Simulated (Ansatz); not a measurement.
# ClH3HfO3: the cost of one run

Program: Ansatz 0.2.0. Level of theory: RHF/def2-SVP. These are calculated values, not measurements.

## (1) The system as given

Bond lengths: Hf1–O2 2.070 Å, O2–H3 1.010 Å, Hf1–O4 2.070 Å, O4–H5 1.010 Å, Hf1–Cl6 2.518 Å, Hf1–O7 2.069 Å, O7–H8 1.010 Å. Angles: Hf1–O2–H3 109.5°, O2–Hf1–O4 109.4°, O2–Hf1–Cl6 109.5°, O2–Hf1–O7 109.5°, O4–Hf1–Cl6 109.5°, O4–Hf1–O7 109.5°, Cl6–Hf1–O7 109.5°, Hf1–O4–H5 109.5°, Hf1–O7–H8 109.5°.

As a file:

```xyz
8

Hf    0.0000    0.0000    0.0000
O     0.0000    0.0000    2.0700
H    -0.9095   -0.2814    2.4071
O     1.9520    0.0000   -0.6893
H     2.2684   -0.9521   -0.8060
Cl   -1.1869    2.0563   -0.8392
O    -0.9750   -1.6891   -0.6893
H    -1.4296   -2.1548    0.0831
```

## (2) Relaxing the start

Contents of input.yaml:

```yaml
crystal:
  periodic: [false, false, false]
  atoms:
    - { symbol: Hf, position_ang: [0.0, 0.0, 0.0] }
    - { symbol: O, position_ang: [0.0, 0.0, 2.07] }
    - { symbol: H, position_ang: [-0.9095, -0.2814, 2.4071] }
    - { symbol: O, position_ang: [1.952, 0.0, -0.6893] }
    - { symbol: H, position_ang: [2.2684, -0.9521, -0.806] }
    - { symbol: Cl, position_ang: [-1.1869, 2.0563, -0.8392] }
    - { symbol: O, position_ang: [-0.975, -1.6891, -0.6893] }
    - { symbol: H, position_ang: [-1.4296, -2.1548, 0.0831] }
basis:
  gaussian: { orbitals: def2-SVP }
hamiltonian:
  xc: hf
relax:
  f_tol: 0.02
  max_steps: 40
```

Command:

```bash
$ ansatz run input.yaml --threads 1 --pin off --max-ram 2048MiB --backend cpu --events-out ev --progress --plain --runs-dir out
```

What time and memory should one allow on 1 thread of Arm Neoverse V2, shared host?

About 24 s, with a peak of 0.22 GiB.
